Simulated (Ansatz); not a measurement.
# BF₂HO + H₂ + H₂O: a complex and its separated parts, part 2 of 3

Ansatz 0.2.0, Gaussian basis. Earlier steps stand in the parts before.

**11. B3LYP-D4/def2-TZVPP**

The inputs:

parta/in.yaml

```yaml
crystal:
  periodic: [false, false, false]
  atoms:
    - {symbol: B, position_ang: [-0.659782, 0.573973, -1.156076]}
    - {symbol: F, position_ang: [0.462970, 0.388871, -1.819189]}
    - {symbol: F, position_ang: [-1.782469, 0.088745, -1.672139]}
    - {symbol: O, position_ang: [-0.636462, 1.241790, 0.011656]}
    - {symbol: H, position_ang: [-1.500792, 1.326701, 0.420856]}
basis:
  gaussian: {orbitals: def2-TZVPP}
hamiltonian: {xc: {name: B3LYP}, dispersion: d4}
```

partb/in.yaml

```yaml
crystal:
  periodic: [false, false, false]
  atoms:
    - {symbol: H, position_ang: [-0.587167, -2.127847, -0.014877]}
    - {symbol: H, position_ang: [-0.070645, -1.807230, 0.417792]}
basis:
  gaussian: {orbitals: def2-TZVPP}
hamiltonian: {xc: {name: B3LYP}, dispersion: d4}
```

partc/in.yaml

```yaml
crystal:
  periodic: [false, false, false]
  atoms:
    - {symbol: H, position_ang: [0.948384, 0.542810, 1.157924]}
    - {symbol: O, position_ang: [1.493906, -0.136832, 1.559495]}
    - {symbol: H, position_ang: [2.332057, -0.090981, 1.094558]}
basis:
  gaussian: {orbitals: def2-TZVPP}
hamiltonian: {xc: {name: B3LYP}, dispersion: d4}
```

Each run has its own folder and the same command.

Command:

```
$ ansatz run in.yaml --threads 4 --pin off --events-out ev --progress --plain --max-ram 9574MiB
```

Log of parta, cut to the lines that bear on the results:

```text
Functional definition: B3LYP
  name "B3LYP"
  cite "Stephens, Devlin, Chabalowski & Frisch, J. Phys. Chem. 98, 11623 (1994) doi:10.1021/j100096a001"
[... 2 set-up lines as earlier in the session ...]
  cite "Vosko, Wilk & Nusair, Can. J. Phys. 58, 1200 (1980) doi:10.1139/p80-159"
[...]
691 factors; their error is unknown
[...]
mean field -8182.01942622 eV, -300.6836679417 hartree, gradient 3.9e-5 eV, S^2 0.000000; 0 other end points of the search recorded, 0 dependent functions left out
reference -8182.01961997 eV, -300.6836750619 hartree; 16, 16 occupied and 122, 122 virtual orbitals, 691 factors
Total energy: -8182.10660248 eV, -300.6868716103 hartree
```

Log of partb, cut to the lines that bear on the results:

```text
[... 6 set-up lines as earlier in the session ...]
[...]
118 factors; their error is unknown
[...]
mean field -32.10922506 eV, -1.1799922564 hartree, gradient 4.6e-5 eV, S^2 0.000000; 0 other end points of the search recorded, 0 dependent functions left out
reference -32.10936716 eV, -1.1799974786 hartree; 1, 1 occupied and 27, 27 virtual orbitals, 118 factors
Total energy: -32.11251826 eV, -1.1801132795 hartree
```

Output in partc, cut to the lines that bear on the results:

```text
[... 6 set-up lines as earlier in the session ...]
[...]
269 factors; their error is unknown
[...]
mean field -2080.76395616 eV, -76.4666649965 hartree, gradient 1.1e-5 eV, S^2 0.000000; 0 other end points of the search recorded, 0 dependent functions left out
reference -2080.76409452 eV, -76.4666700811 hartree; 5, 5 occupied and 54, 54 virtual orbitals, 269 factors
Total energy: -2080.77252034 eV, -76.4669797241 hartree
```

Times: 1.1 s (parta), 0.15 s (partb), 0.25 s (partc) on 4 threads of Arm Neoverse N1, shared host.

**12. r2SCAN0-D4/def2-TZVPP**

Each input of step 11 (parta, partb, partc) changes in the same lines:

```diff
-hamiltonian: {xc: {name: B3LYP}, dispersion: d4}
+hamiltonian: {xc: {name: r2SCAN0}, dispersion: d4}
```

Each run has its own folder and the same command.

Command:

```
$ ansatz run in.yaml --threads 4 --pin off --events-out ev --progress --plain --max-ram 9574MiB
```

Output in parta, cut to the lines that bear on the results:

```text
Functional definition: r2SCAN0
  name "r2SCAN0"
  cite "Bursch, Neugebauer, Ehlert & Grimme, J. Chem. Phys. 156, 134105 (2022) doi:10.1063/5.0086040"
[... 3 set-up lines as earlier in the session ...]
[...]
691 factors; their error is unknown
[...]
mean field -8177.21367806 eV, -300.5070599542 hartree, gradient 5.5e-5 eV, S^2 0.000000; 0 other end points of the search recorded, 0 dependent functions left out
reference -8177.21368571 eV, -300.5070602352 hartree; 16, 16 occupied and 122, 122 virtual orbitals, 691 factors
Total energy: -8177.22793197 eV, -300.5075837756 hartree
```

Output in partb, cut to the lines that bear on the results:

```text
[... 6 set-up lines as earlier in the session ...]
[...]
118 factors; their error is unknown
[...]
mean field -31.85186321 eV, -1.1705343829 hartree, gradient 1.4e-5 eV, S^2 0.000000; 0 other end points of the search recorded, 0 dependent functions left out
reference -31.85186833 eV, -1.1705345713 hartree; 1, 1 occupied and 27, 27 virtual orbitals, 118 factors
Total energy: -31.85240971 eV, -1.1705544665 hartree
```

partc printed, cut to the lines that bear on the results:

```text
[... 6 set-up lines as earlier in the session ...]
[...]
269 factors; their error is unknown
[...]
mean field -2079.27470799 eV, -76.4119361356 hartree, gradient 2.0e-5 eV, S^2 0.000000; 0 other end points of the search recorded, 0 dependent functions left out
reference -2079.27471209 eV, -76.4119362863 hartree; 5, 5 occupied and 54, 54 virtual orbitals, 269 factors
Total energy: -2079.27611620 eV, -76.4119878864 hartree
```

They took 2.1 s (parta), 0.5 s (partb), 0.7 s (partc) on 4 threads of Arm Neoverse N1, shared host.

**13. BHLYP-D4/def2-TZVPP**

Each input of step 12 (parta, partb, partc) changes in the same lines:

```diff
-hamiltonian: {xc: {name: r2SCAN0}, dispersion: d4}
+hamiltonian: {xc: {name: BHLYP}, dispersion: d4}
```

One command serves all of them, each in its own folder.

Command:

```
$ ansatz run in.yaml --threads 4 --pin off --events-out ev --progress --plain --max-ram 9574MiB
```

Log of parta, cut to the lines that bear on the results:

```text
Functional definition: BHLYP
  name "BHLYP"
  cite "Becke, J. Chem. Phys. 98, 1372 (1993) doi:10.1063/1.464304"
[... 2 set-up lines as earlier in the session ...]
[...]
795 factors; their error is unknown
[...]
mean field -8178.75938281 eV, -300.5638635562 hartree, gradient 7.4e-5 eV, S^2 0.000000; 0 other end points of the search recorded, 0 dependent functions left out
reference -8178.75950805 eV, -300.5638681585 hartree; 16, 16 occupied and 122, 122 virtual orbitals, 795 factors
Total energy: -8178.81748118 eV, -300.5659986317 hartree
```

partb printed, cut to the lines that bear on the results:

```text
[... 5 set-up lines as earlier in the session ...]
[...]
118 factors; their error is unknown
[...]
mean field -31.83804673 eV, -1.1700266368 hartree, gradient 5.6e-5 eV, S^2 0.000000; 0 other end points of the search recorded, 0 dependent functions left out
reference -31.83814229 eV, -1.1700301487 hartree; 1, 1 occupied and 27, 27 virtual orbitals, 118 factors
Total energy: -31.83988589 eV, -1.1700942248 hartree
```

partc printed, cut to the lines that bear on the results:

```text
[... 5 set-up lines as earlier in the session ...]
[...]
295 factors; their error is unknown
[...]
mean field -2079.57892558 eV, -76.4231159257 hartree, gradient 2.0e-5 eV, S^2 0.000000; 0 other end points of the search recorded, 0 dependent functions left out
reference -2079.57901637 eV, -76.4231192622 hartree; 5, 5 occupied and 54, 54 virtual orbitals, 295 factors
Total energy: -2079.58396804 eV, -76.4233012328 hartree
```

Wall times: 1.1 s (parta), 0.15 s (partb), 0.25 s (partc) on 4 threads of Arm Neoverse N1, shared host.

**14. CAM-B3LYP-D4/def2-TZVPP**

Each input of step 13 (parta, partb, partc) changes in the same lines:

```diff
-hamiltonian: {xc: {name: BHLYP}, dispersion: d4}
+hamiltonian: {xc: {name: CAM-B3LYP}, dispersion: d4}
```

Each run has its own folder and the same command.

Command:

```
$ ansatz run in.yaml --threads 4 --pin off --events-out ev --progress --plain --max-ram 9574MiB
```

Output in parta, cut to the lines that bear on the results:

```text
Functional definition: CAM-B3LYP
  name "CAM-B3LYP"
  cite "Yanai, Tew & Handy, Chem. Phys. Lett. 393, 51 (2004) doi:10.1016/j.cplett.2004.06.011"
  cite "Iikura, Tsuneda, Yanai & Hirao, J. Chem. Phys. 115, 3540 (2001) doi:10.1063/1.1383587"
[... 2 set-up lines as earlier in the session ...]
[...]
  # Exact exchange under (alpha + beta erf(omega r))/r, Becke's under what is left of 1/r.
[...]
691 factors; their error is unknown
156 factors; integrals over basis functions are off by at most 1.6e-5 eV
[...]
mean field -8179.75818186 eV, -300.6005687441 hartree, gradient 5.6e-5 eV, S^2 0.000000; 0 other end points of the search recorded, 0 dependent functions left out
reference -8179.75827627 eV, -300.6005722137 hartree; 16, 16 occupied and 122, 122 virtual orbitals, 691 factors
Total energy: -8179.80146376 eV, -300.6021593245 hartree
```

partb printed, cut to the lines that bear on the results:

```text
[... 6 set-up lines as earlier in the session ...]
[...]
  # Exact exchange under (alpha + beta erf(omega r))/r, Becke's under what is left of 1/r.
[...]
118 factors; their error is unknown
42 factors; integrals over basis functions are off by at most 6.3e-5 eV
[...]
mean field -31.88030359 eV, -1.1715795476 hartree, gradient 6.4e-5 eV, S^2 0.000000; 0 other end points of the search recorded, 0 dependent functions left out
reference -31.88037353 eV, -1.1715821179 hartree; 1, 1 occupied and 27, 27 virtual orbitals, 118 factors
Total energy: -31.88188694 eV, -1.1716377346 hartree
```

Output in partc, cut to the lines that bear on the results:

```text
[... 6 set-up lines as earlier in the session ...]
[...]
  # Exact exchange under (alpha + beta erf(omega r))/r, Becke's under what is left of 1/r.
[...]
269 factors; their error is unknown
72 factors; integrals over basis functions are off by at most 1.6e-5 eV
[...]
mean field -2079.99969018 eV, -76.4385787398 hartree, gradient 1.1e-5 eV, S^2 0.000000; 0 other end points of the search recorded, 0 dependent functions left out
reference -2079.99975761 eV, -76.4385812178 hartree; 5, 5 occupied and 54, 54 virtual orbitals, 269 factors
Total energy: -2080.00382346 eV, -76.4387306347 hartree
```

Wall times: 1.2 s (parta), 0.2 s (partb), 0.3 s (partc) on 4 threads of Arm Neoverse N1, shared host.

**15. wB97X-V/def2-TZVPP**

Each input of step 14 (parta, partb, partc) changes in the same lines:

```diff
-hamiltonian: {xc: {name: CAM-B3LYP}, dispersion: d4}
+hamiltonian: {xc: {name: wB97X-V}}
```

One command serves all of them, each in its own folder.

Command:

```
$ ansatz run in.yaml --threads 4 --pin off --events-out ev --progress --plain --max-ram 9574MiB
```

Log of parta, cut to the lines that bear on the results:

```text
Functional definition: wB97X-V
  name "wB97X-V"
  cite "Mardirossian & Head-Gordon, Phys. Chem. Chem. Phys. 16, 9904 (2014) doi:10.1039/C3CP54374A"
[... 2 set-up lines as earlier in the session ...]
[...]
      + integral(e_c_pw_opposite_spin*poly(b97_u_opposite, cos0, cos1)) + vv10(b, c)
691 factors; their error is unknown
148 factors; integrals over basis functions are off by at most 1.1e-5 eV
[...]
mean field -8179.10234717 eV, -300.5764672639 hartree, gradient 2.7e-5 eV, S^2 0.000000; 0 other end points of the search recorded, 0 dependent functions left out
reference -8179.10234554 eV, -300.5764672039 hartree; 16, 16 occupied and 122, 122 virtual orbitals, 691 factors
Total energy: -8179.10234554 eV, -300.5764672039 hartree
```

Output in partb, cut to the lines that bear on the results:

```text
[... 5 set-up lines as earlier in the session ...]
[...]
      + integral(e_c_pw_opposite_spin*poly(b97_u_opposite, cos0, cos1)) + vv10(b, c)
118 factors; their error is unknown
42 factors; integrals over basis functions are off by at most 3.0e-5 eV
[...]
mean field -31.90859873 eV, -1.1726193747 hartree, gradient 8.8e-5 eV, S^2 0.000000; 0 other end points of the search recorded, 0 dependent functions left out
reference -31.90859773 eV, -1.1726193380 hartree; 1, 1 occupied and 27, 27 virtual orbitals, 118 factors
Total energy: -31.90859773 eV, -1.1726193380 hartree
```

Log of partc, cut to the lines that bear on the results:

```text
[... 5 set-up lines as earlier in the session ...]
[...]
      + integral(e_c_pw_opposite_spin*poly(b97_u_opposite, cos0, cos1)) + vv10(b, c)
269 factors; their error is unknown
69 factors; integrals over basis functions are off by at most 2.2e-5 eV
[...]
mean field -2079.88766825 eV, -76.4344620096 hartree, gradient 2.2e-5 eV, S^2 0.000000; 0 other end points of the search recorded, 0 dependent functions left out
reference -2079.88766735 eV, -76.4344619766 hartree; 5, 5 occupied and 54, 54 virtual orbitals, 269 factors
Total energy: -2079.88766735 eV, -76.4344619766 hartree
```

Wall times: 3 s (parta), 0.25 s (partb), 0.55 s (partc) on 4 threads of Arm Neoverse N1, shared host.

**16. wB97M-V/def2-TZVPP**

The same edit goes into each in.yaml of step 15 (parta, partb, partc):

```diff
-hamiltonian: {xc: {name: wB97X-V}}
+hamiltonian: {xc: {name: wB97M-V}}
```

One command serves all of them, each in its own folder.

Command:

```
$ ansatz run in.yaml --threads 4 --pin off --events-out ev --progress --plain --max-ram 9574MiB
```

Output in parta, cut to the lines that bear on the results:

```text
Functional definition: wB97M-V
  name "wB97M-V"
  cite "Mardirossian & Head-Gordon, J. Chem. Phys. 144, 214110 (2016) doi:10.1063/1.4952647"
[... 2 set-up lines as earlier in the session ...]
  # Of w^i u^j: cxij and so on, Table III.
[...]
  gx(w, u) = 1 - cx + cx01*u + cx10*w
[...]
      + integral(e_c_pw_mod_opposite_spin*gos(b97_w_opposite, b97_u_opposite)) + vv10(b, c)
691 factors; their error is unknown
148 factors; integrals over basis functions are off by at most 1.1e-5 eV
[...]
mean field -8179.83397299 eV, -300.6033540166 hartree, gradient 2.5e-5 eV, S^2 0.000000; 0 other end points of the search recorded, 0 dependent functions left out
reference -8179.83401369 eV, -300.6033555125 hartree; 16, 16 occupied and 122, 122 virtual orbitals, 691 factors
Total energy: -8179.83401369 eV, -300.6033555125 hartree
```

Log of partb, cut to the lines that bear on the results:

```text
[... 5 set-up lines as earlier in the session ...]
  # Of w^i u^j: cxij and so on, Table III.
[...]
  gx(w, u) = 1 - cx + cx01*u + cx10*w
[...]
      + integral(e_c_pw_mod_opposite_spin*gos(b97_w_opposite, b97_u_opposite)) + vv10(b, c)
118 factors; their error is unknown
42 factors; integrals over basis functions are off by at most 3.0e-5 eV
[...]
mean field -31.60111162 eV, -1.1613194322 hartree, gradient 7.3e-6 eV, S^2 0.000000; 0 other end points of the search recorded, 0 dependent functions left out
reference -31.60113588 eV, -1.1613203236 hartree; 1, 1 occupied and 27, 27 virtual orbitals, 118 factors
Total energy: -31.60113588 eV, -1.1613203236 hartree
```

partc printed, cut to the lines that bear on the results:

```text
[... 5 set-up lines as earlier in the session ...]
  # Of w^i u^j: cxij and so on, Table III.
[...]
  gx(w, u) = 1 - cx + cx01*u + cx10*w
[...]
      + integral(e_c_pw_mod_opposite_spin*gos(b97_w_opposite, b97_u_opposite)) + vv10(b, c)
269 factors; their error is unknown
69 factors; integrals over basis functions are off by at most 2.2e-5 eV
[...]
mean field -2079.85937632 eV, -76.4334223004 hartree, gradient 2.9e-5 eV, S^2 0.000000; 0 other end points of the search recorded, 0 dependent functions left out
reference -2079.85939833 eV, -76.4334231093 hartree; 5, 5 occupied and 54, 54 virtual orbitals, 269 factors
Total energy: -2079.85939833 eV, -76.4334231093 hartree
```

They took 3.4 s (parta), 0.25 s (partb), 0.6 s (partc) on 4 threads of Arm Neoverse N1, shared host.

**17. B2PLYP/def2-TZVPP**

The same edit goes into each in.yaml of step 16 (parta, partb, partc):

```diff
-hamiltonian: {xc: {name: wB97M-V}}
+hamiltonian: {xc: {name: B2PLYP}}
```

Each run has its own folder and the same command.

Command:

```
$ ansatz run in.yaml --threads 4 --pin off --events-out ev --progress --plain --max-ram 9574MiB
```

Output in parta, cut to the lines that bear on the results:

```text
Functional definition: B2PLYP
  name "B2PLYP"
  cite "Grimme, J. Chem. Phys. 124, 034108 (2006) doi:10.1063/1.2148954"
[... 2 set-up lines as earlier in the session ...]
[...]
902 factors; integrals over basis functions are off by at most 1.3e-3 eV
[...]
mean field -8170.02899002 eV, -300.2430275386 hartree, gradient 4.7e-6 eV, S^2 0.000000; 0 other end points of the search recorded, 0 dependent functions left out
4 core orbitals not correlated: weight in the atoms' cores, before any rotation towards them, 1.000 or more for the frozen orbitals, at most 0.000 for the correlated occupied ones
reference -8170.02910704 eV, -300.2430318392 hartree; 12, 12 occupied and 122, 122 virtual orbitals, 902 factors
second order -26.62470356 eV of doubles, -0.00000000 eV of singles
Total energy: -8177.21777701 eV, -300.5072105877 hartree
```

Output in partb, cut to the lines that bear on the results:

```text
[... 5 set-up lines as earlier in the session ...]
[...]
145 factors; integrals over basis functions are off by at most 7.3e-4 eV
[...]
mean field -31.55848724 eV, -1.1597530151 hartree, gradient 1.0e-6 eV, S^2 0.000000; 0 other end points of the search recorded, 0 dependent functions left out
reference -31.55857666 eV, -1.1597563010 hartree; 1, 1 occupied and 27, 27 virtual orbitals, 145 factors
second order -1.02366853 eV of doubles, -0.00000000 eV of singles
Total energy: -31.83496716 eV, -1.1699134647 hartree
```

partc printed, cut to the lines that bear on the results:

```text
[... 5 set-up lines as earlier in the session ...]
[...]
361 factors; integrals over basis functions are off by at most 7.6e-4 eV
[...]
mean field -2077.03829651 eV, -76.3297495297 hartree, gradient 8.5e-7 eV, S^2 0.000000; 0 other end points of the search recorded, 0 dependent functions left out
1 core orbitals not correlated: weight in the atoms' cores, before any rotation towards them, 1.000 or more for the frozen orbitals, at most 0.000 for the correlated occupied ones
reference -2077.03838153 eV, -76.3297526542 hartree; 4, 4 occupied and 54, 54 virtual orbitals, 361 factors
second order -8.41863061 eV of doubles, -0.00000000 eV of singles
Total energy: -2079.31141180 eV, -76.4132849756 hartree
```

Wall times: 1.9 s (parta), 0.15 s (partb), 0.35 s (partc) on 4 threads of Arm Neoverse N1, shared host.

**18. PBE-QIDH/def2-TZVPP**

Each input of step 17 (parta, partb, partc) changes in the same lines:

```diff
-hamiltonian: {xc: {name: B2PLYP}}
+hamiltonian: {xc: {name: PBE-QIDH}}
```

The same command starts each run, in its folder.

Command:

```
$ ansatz run in.yaml --threads 4 --pin off --events-out ev --progress --plain --max-ram 9574MiB
```

parta printed, cut to the lines that bear on the results:

```text
Functional definition: PBE-QIDH
  name "PBE-QIDH"
  cite "Brémond, Sancho-García, Pérez-Jiménez & Adamo, J. Chem. Phys. 141, 031101 (2014) doi:10.1063/1.4890314"
[... 1 set-up line as earlier in the session ...]
[...]
902 factors; integrals over basis functions are off by at most 1.3e-3 eV
[...]
mean field -8164.37823571 eV, -300.0353661481 hartree, gradient 1.6e-6 eV, S^2 0.000000; 0 other end points of the search recorded, 0 dependent functions left out
4 core orbitals not correlated: weight in the atoms' cores, before any rotation towards them, 1.000 or more for the frozen orbitals, at most 0.000 for the correlated occupied ones
reference -8164.37824447 eV, -300.0353664700 hartree; 12, 12 occupied and 122, 122 virtual orbitals, 902 factors
second order -24.89875139 eV of doubles, -0.00000000 eV of singles
Total energy: -8172.67782827 eV, -300.3403705488 hartree
```

Log of partb, cut to the lines that bear on the results:

```text
[... 4 set-up lines as earlier in the session ...]
[...]
145 factors; integrals over basis functions are off by at most 7.3e-4 eV
[...]
mean field -31.52724649 eV, -1.1586049387 hartree, gradient 1.4e-6 eV, S^2 0.000000; 0 other end points of the search recorded, 0 dependent functions left out
reference -31.52725291 eV, -1.1586051746 hartree; 1, 1 occupied and 27, 27 virtual orbitals, 145 factors
second order -0.95920877 eV of doubles, -0.00000000 eV of singles
Total energy: -31.84698917 eV, -1.1703552653 hartree
```

Output in partc, cut to the lines that bear on the results:

```text
[... 4 set-up lines as earlier in the session ...]
[...]
361 factors; integrals over basis functions are off by at most 7.6e-4 eV
[...]
mean field -2075.58437850 eV, -76.2763190283 hartree, gradient 2.2e-6 eV, S^2 0.000000; 0 other end points of the search recorded, 0 dependent functions left out
1 core orbitals not correlated: weight in the atoms' cores, before any rotation towards them, 1.000 or more for the frozen orbitals, at most 0.000 for the correlated occupied ones
reference -2075.58438399 eV, -76.2763192302 hartree; 4, 4 occupied and 54, 54 virtual orbitals, 361 factors
second order -7.85891161 eV of doubles, -0.00000000 eV of singles
Total energy: -2078.20402120 eV, -76.3725891217 hartree
```

Times: 1.9 s (parta), 0.15 s (partb), 0.35 s (partc) on 4 threads of Arm Neoverse N1, shared host.

**19. RPA on PBE/def2-TZVPP**

Each input of step 18 (parta, partb, partc) changes in the same lines:

```diff
-hamiltonian: {xc: {name: PBE-QIDH}}
+hamiltonian: {xc: pbe}
+correlation: {method: rpa}
```

The same command starts each run, in its folder.

Command:

```
$ ansatz run in.yaml --threads 4 --pin off --events-out ev --progress --plain --max-ram 9574MiB
```

Log of parta, cut to the lines that bear on the results:

```text
[... 4 set-up lines as earlier in the session ...]
[...]
902 factors; integrals over basis functions are off by at most 1.3e-3 eV
[...]
mean field -8173.43065676 eV, -300.3680364855 hartree, gradient 1.8e-6 eV, S^2 0.000000; 0 other end points of the search recorded, 0 dependent functions left out
4 core orbitals not correlated: weight in the atoms' cores, before any rotation towards them, 1.000 or more for the frozen orbitals, at most 0.000 for the correlated occupied ones
reference -8144.10152602 eV, -299.2902108110 hartree; 12, 12 occupied and 122, 122 virtual orbitals, 902 factors
Total energy: -8177.77923725 eV, -300.5278438712 hartree
```

Log of partb, cut to the lines that bear on the results:

```text
[... 4 set-up lines as earlier in the session ...]
[...]
145 factors; integrals over basis functions are off by at most 7.3e-4 eV
[...]
mean field -31.73221969 eV, -1.1661375648 hartree, gradient 1.4e-6 eV, S^2 0.000000; 0 other end points of the search recorded, 0 dependent functions left out
reference -30.80639312 eV, -1.1321140659 hartree; 1, 1 occupied and 27, 27 virtual orbitals, 145 factors
Total energy: -32.86230365 eV, -1.2076673842 hartree
```

Output in partc, cut to the lines that bear on the results:

```text
[... 4 set-up lines as earlier in the session ...]
[...]
361 factors; integrals over basis functions are off by at most 7.6e-4 eV
[...]
mean field -2078.40752848 eV, -76.3800678764 hartree, gradient 2.1e-6 eV, S^2 0.000000; 0 other end points of the search recorded, 0 dependent functions left out
1 core orbitals not correlated: weight in the atoms' cores, before any rotation towards them, 1.000 or more for the frozen orbitals, at most 0.000 for the correlated occupied ones
reference -2069.53701359 eV, -76.0540824670 hartree; 4, 4 occupied and 54, 54 virtual orbitals, 361 factors
Total energy: -2080.48256347 eV, -76.4563240060 hartree
```

Wall times: 1.9 s (parta), 0.15 s (partb), 0.35 s (partc) on 4 threads of Arm Neoverse N1, shared host.

[end of part 2 of 3]
